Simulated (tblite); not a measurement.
# C6H5NOSi: the cost of one run

Computed with tblite 0.8.0 and PySCF 2.14.0 and routines of our own; the level stands in each step. Atoms count from 0.

## 1. The starting structure

14 atoms, charge 0, multiplicity 1; geometry from: force field or distance geometry start.

## 2. Geometry optimisation with GFN2-xTB, one coordinate held

The job: settings as JSON, then the geometry in Å.

```
{"job": {"kind": "relax", "xc": "GFN2-xTB", "basis": "xTB"}, "charge": 0, "multiplicity": 1}
C      3.468300     0.686400     0.190400
C      2.506700     0.088300    -0.240600
C      1.387900    -0.639900    -0.748200
O      1.348900    -1.037300    -1.912600
Si    -0.077900    -0.942300     0.384900
C     -1.486400     0.213500     0.065600
C     -2.766400    -0.131700    -0.104500
C     -1.055400     1.576000     0.032700
N     -0.701200     2.671400     0.006500
H      4.298700     1.230900     0.556800
H     -0.593100    -2.338200     0.252000
H      0.305100    -0.819400     1.814100
H     -3.554400     0.600300    -0.270200
H     -3.078000    -1.176500    -0.062700
```

On the command line:

```sh
OMP_NUM_THREADS=1 python excited_run.py task.json out
```

The driver reads the jobs from task.json and runs them one after another.

**Question.** How long does this first job take on 1 thread of Arm Neoverse N1, shared host, and how much memory does it need?

About 5.3 s, with a peak of 0.18 GiB.
